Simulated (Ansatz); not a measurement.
# Si3H7F: how energies converge with the basis set

Aim: see how fast density functionals converge with the basis set for Si3H7F.

Computed with Ansatz 0.2.0, Gaussian basis. Level: one geometry, several basis sets.

Plan: PBE0-D4/def2-SVP; ωB97M-V/def2-SVP; PBE0-D4/def2-QZVPP; ωB97M-V/def2-QZVPP; the functionals' def2-TZVPP values are taken from earlier runs.

### 1 The relaxed structure

The geometry comes from an earlier relaxation with PBE0-D4 in a triple-zeta def2 set; it is a stationary point, not always the lowest conformer.

SMILES `F[SiH]([SiH3])[SiH3]`, 11 atoms, charge 0, spin multiplicity 1.

Atoms are counted from 1 here; the program's logs count them from 0.

Bond lengths: F1–Si2 1.613 Å, Si2–Si3 2.344 Å, Si2–Si4 2.344 Å, Si2–H5 1.490 Å, Si3–H6 1.487 Å, Si3–H7 1.489 Å, Si3–H8 1.487 Å, Si4–H9 1.487 Å, Si4–H10 1.489 Å, Si4–H11 1.487 Å. Angles: F1–Si2–Si3 109.4°, F1–Si2–Si4 109.4°, F1–Si2–H5 107.2°, Si3–Si2–Si4 111.5°, Si3–Si2–H5 109.6°, Si4–Si2–H5 109.6°, Si2–Si3–H6 111.5°, Si2–Si3–H7 107.9°, Si2–Si3–H8 110.3°, H6–Si3–H7 109.1°, H6–Si3–H8 109.2°, H7–Si3–H8 108.8°, Si2–Si4–H9 110.3°, Si2–Si4–H10 107.9°, Si2–Si4–H11 111.5°, H9–Si4–H10 108.8°, H9–Si4–H11 109.2°, H10–Si4–H11 109.1°.

### 2 PBE0-D4 in def2-SVP

in.yaml

```yaml
crystal:
  periodic: [false, false, false]
  atoms:
    - {symbol: F, position_ang: [-1.906812, 1.284821, 0.047065]}
    - {symbol: Si, position_ang: [-0.381619, 0.836450, -0.228556]}
    - {symbol: Si, position_ang: [0.677989, 0.386920, 1.813895]}
    - {symbol: Si, position_ang: [-0.364430, -1.037737, -1.636975]}
    - {symbol: H, position_ang: [0.298757, 1.976999, -0.904785]}
    - {symbol: H, position_ang: [0.654675, 1.571764, 2.712182]}
    - {symbol: H, position_ang: [2.092356, 0.021966, 1.526100]}
    - {symbol: H, position_ang: [0.017579, -0.757190, 2.496414]}
    - {symbol: H, position_ang: [-1.035297, -2.186948, -0.973484]}
    - {symbol: H, position_ang: [1.055330, -1.399119, -1.901857]}
    - {symbol: H, position_ang: [-1.043327, -0.754826, -2.929403]}
basis:
  gaussian: {orbitals: def2-SVP}
hamiltonian: {xc: pbe0, dispersion: d4}
output: {orbitals: {seedname: orbitals}}
```

Run with:

```sh
$ ansatz run in.yaml --threads 4 --pin off --events-out ev --progress --plain --max-ram 10444MiB
```

The runs that follow: ωB97M-V in def2-SVP; PBE0-D4 in def2-QZVPP; ωB97M-V in def2-QZVPP.

Q: Predict the results of all the runs planned. Wanted: PBE0-D4: double and triple zeta above quadruple; ωB97M-V: double and triple zeta above quadruple.

The runs gave:

| quantity | value |
| --- | --- |
| PBE0-D4: double and triple zeta above quadruple | 12.89, 0.96 eV |
| ωB97M-V: double and triple zeta above quadruple | 12.99, 0.90 eV |

PBE0-D4 gains 11.93 eV from double to triple zeta, then 0.96 eV more. These are total energies; as a rule much of such shifts cancels in differences, which this series doesn't test.
